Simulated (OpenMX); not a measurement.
Crystal: WS.

```xyz
2
Lattice="3.0079 0.0000 0.0000 0.0000 3.0079 0.0000 0.0000 0.0000 3.0079" Properties=species:S:1:pos:R:3 pbc="T T T"
W     1.5039    1.5039    1.5039
S     0.0000    0.0000    0.0000
```

The cell was built by a generator and needn't be a form met in nature.

Base run:

* Program: OpenMX 3.8.5
* Functional: PBE
* Dispersion: D3
* Potentials or basis: OpenMX 2013 PBE set, W7.0-s3p2d2f1, S7.0-s2p2d1f1, grid cutoff 400 Ry
* k mesh: 7 × 7 × 7
* Occupations: fermi-dirac, width 0.05 eV
* Spin: no spin polarisation

Its results: band gap on the k mesh none (metal or under the smearing width); pressure -2.8 GPa.

Problem. The run is repeated on the same cell with these changes: dispersion from D3 to D3(BJ). What comes out?

Solution. Band gap on the k mesh none (metal or under the smearing width); pressure -5.2 GPa.

Caveats: the basis of atomic orbitals isn't converged, which shifts pressures, moduli and gaps; pairwise dispersion overbinds metals, which lowers pressure and volume.

Not every run made on this cell is shown here.
